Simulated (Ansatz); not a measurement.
# YTeF: the cost of one run

Computed with Ansatz 0.2.0 (DFT PBE, scalar-relativistic, plane waves, PAW, unless a step's input says otherwise).

## (1) The starting structure

It takes space group P-6m2 (No. 187, hexagonal). Conventional cell: a = 5.645 Å, b = 5.645 Å, c = 14.000 Å, α = 90.00°, β = 90.00°, γ = 120.00°. Y (site symmetry -6m2) is surrounded by 3 Te at 3.26 Å and 3 F at 3.26 Å. Te (site symmetry -6m2) is surrounded by 3 Y at 3.26 Å and 3 F at 3.26 Å. F (site symmetry -6m2) is surrounded by 3 Y at 3.26 Å and 3 Te at 3.26 Å.

Coordinates:

```cif
data_structure
_symmetry_space_group_name_H-M 'P-6m2'
_symmetry_Int_Tables_number 187
_cell_length_a 5.6451
_cell_length_b 5.6451
_cell_length_c 14.0000
_cell_angle_alpha 90.000
_cell_angle_beta 90.000
_cell_angle_gamma 120.000
_cell_volume 386.36
loop_
_atom_site_label
_atom_site_type_symbol
_atom_site_symmetry_multiplicity
_atom_site_Wyckoff_symbol
_atom_site_fract_x
_atom_site_fract_y
_atom_site_fract_z
_atom_site_occupancy
Y1 Y 1 f 0.66667 0.33333 0.50000 1
Te1 Te 1 d 0.33333 0.66667 0.50000 1
F1 F 1 b 0.00000 0.00000 0.50000 1
```

A structure generator made this guess: random sheet by layer group and Wyckoff sites. Lengths come from tabulated atomic sizes and are only a guess.

It is a sheet, periodic along a and b, with vacuum along c; volumes and pressures of the box carry no meaning, and space groups named for it are those of the box.

## (2) A first look at the guess

Input file input.yaml:

```yaml
crystal:
  lattice:
    - [5.645055, 0.0, 0.0]
    - [-2.822528, 4.888761, 0.0]
    - [0.0, 0.0, 14.0]
  atoms:
    - { symbol: "Y", position: [0.66666667, 0.33333333, 0.5] }
    - { symbol: Te, position: [0.33333333, 0.66666667, 0.5] }
    - { symbol: F, position: [0.0, 0.0, 0.5] }
  periodic: [true, true, false]
basis:
  ecutwfc: 420
kpoints:
  mp_grid: { grid: [6, 6, 1] }
hamiltonian:
  xc: pbe
scf:
  occupations: { method: gaussian, width: 0.1 }
  lower_state_search: "off"
output:
  forces: true
  stress: true
  eigenvalues: true
```

Command:

```
ansatz run input.yaml --threads 1 --pin off --max-ram 2048MiB --backend cpu --events-out ev --progress --plain --runs-dir out
```

Q: Estimate wall time and peak memory on 1 thread of Arm Neoverse N1, shared host.

About 18 s, with a peak of 0.66 GiB.
